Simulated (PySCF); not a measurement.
**UHF/aug-cc-pVDZ run of doublet [SiHSeF3]+**

Wanted: a single-point energy of doublet [SiHSeF3]+. Input form: a Python script.

Program for the calculation: PySCF 2.14.0.

10 further runs of the same task are left out: 10 set aside as unsound or not needed.

### 1 The system as given

[SiHSeF3]+: 6 atoms, total charge +1, spin state doublet. As SMILES of the parent species, `F[Si](F)(F)[SeH]`. The shape comes from GFN2-xTB, which is rough for such elements, and wasn't checked as a minimum. That shape belongs to the parent species and isn't relaxed for this state.

Bond lengths: F1–Si2 1.583 Å, Si2–F3 1.578 Å, Si2–F4 1.583 Å, Si2–Se5 2.208 Å, Se5–H6 1.443 Å. Angles: F1–Si2–F3 105.6°, F1–Si2–F4 103.2°, F1–Si2–Se5 115.5°, F3–Si2–F4 105.7°, F3–Si2–Se5 110.6°, F4–Si2–Se5 115.4°, Si2–Se5–H6 95.1°.

### 2 A single-point energy at UHF/aug-cc-pVDZ

File input.py:

```python
from pyscf import gto

mol = gto.Mole()
mol.atom = '''
F      0.201780    -0.409930     1.678620
Si     0.183830    -0.449690     0.095950
F     -0.114710    -1.950480    -0.287830
F      1.700060    -0.203710    -0.288180
Se    -1.269790     0.901590    -0.870600
H     -0.701170     2.112210    -0.327950
'''
mol.max_memory = 1860
mol.basis = 'aug-cc-pvdz'
mol.verbose = 4
mol.charge = 1
mol.spin = 1
mol.build()

mf = mol.UHF()
mf.conv_tol = 1e-05
mf.kernel()

energy = mf.e_tot
print('Final energy', energy)
```

On the command line:

```sh
OMP_NUM_THREADS=1 python input.py
```

Output:

```text
PySCF version 2.14.0

[INPUT] num. atoms = 6
[INPUT] num. electrons = 75
[INPUT] charge = 1
[INPUT] spin (= nelec alpha-beta = 2S) = 1
[INPUT] symmetry False subgroup None
[INPUT] Mole.unit = angstrom
[INPUT] Symbol           X                Y                Z      unit          X                Y                Z       unit  Magmom
[INPUT]  1 F      0.201780000000  -0.409930000000   1.678620000000 AA    0.381308937415  -0.774655430243   3.172132067217 Bohr   0.0
[INPUT]  2 Si     0.183830000000  -0.449690000000   0.095950000000 AA    0.347388353479  -0.849790940956   0.181319221652 Bohr   0.0
[INPUT]  3 F     -0.114710000000  -1.950480000000  -0.287830000000 AA   -0.216770483749  -3.685873011442  -0.543919870434 Bohr   0.0
[INPUT]  4 F      1.700060000000  -0.203710000000  -0.288180000000 AA    3.212647795328  -0.384956108835  -0.544581274577 Bohr   0.0
[INPUT]  5 Se    -1.269790000000   0.901590000000  -0.870600000000 AA   -2.399555335711   1.703758176647  -1.645195564046 Bohr   0.0
[INPUT]  6 H     -0.701170000000   2.112210000000  -0.327950000000 AA   -1.325019266761   3.991498417568  -0.619735682551 Bohr   0.0

nuclear repulsion = 463.297529401224
number of shells = 46
number of NR pGTOs = 252
number of NR cGTOs = 141
basis = aug-cc-pvdz
ecp = {}

******** <class 'pyscf.scf.uhf.UHF'> ********
method = UHF
initial guess = minao
damping factor = 0
level_shift factor = 0
DIIS = <class 'pyscf.scf.diis.CDIIS'>
diis_start_cycle = 1
diis_space = 8
diis_damp = 0
SCF conv_tol = 1e-05
SCF conv_tol_grad = None
SCF max_cycles = 50
direct_scf = True
direct_scf_tol = 1e-13
number electrons alpha = 38  beta = 37
Set gradient conv threshold to 0.00316228
init E= -2987.41823057204
[... the frontier-level lines of each cycle are left out ...]

cycle= 1 E= -2987.3636046256  delta_E= 0.0546  |g|= 0.591  |ddm|= 1.83
cycle= 2 E= -2987.50603981708  delta_E= -0.142  |g|= 0.331  |ddm|= 0.799
cycle= 3 E= -2987.54240602865  delta_E= -0.0364  |g|= 0.0523  |ddm|= 0.258
cycle= 4 E= -2987.54398775224  delta_E= -0.00158  |g|= 0.0125  |ddm|= 0.0908
cycle= 5 E= -2987.54416001185  delta_E= -0.000172  |g|= 0.00385  |ddm|= 0.0276
cycle= 6 E= -2987.5441842953  delta_E= -2.43e-05  |g|= 0.00143  |ddm|= 0.0103
cycle= 7 E= -2987.54418853831  delta_E= -4.24e-06  |g|= 0.000673  |ddm|= 0.00435
Extra cycle  E= -2987.54418921702  delta_E= -6.79e-07  |g|= 0.000462  |ddm|= 0.00126
converged SCF energy = -2987.54418921702  <S^2> = 0.76052957  2S+1 = 2.010502
Final energy -2987.5441892170234
```

It took 9 s on 1 thread of Arm Neoverse V1, shared host; peak memory 0.5 GiB.

### 3 What came out

At UHF/aug-cc-pVDZ:

| quantity | value |
| --- | --- |
| total energy | -2987.54419 Eh |
| HOMO energy (highest over α and β) | -20.62 eV |
| LUMO energy (lowest over α and β) | -8.79 eV |
| ⟨S²⟩ | 0.761 |

Mulliken charges run from -0.76 on F1 to +2.83 on Si2; in a basis this large or diffuse they mean little.
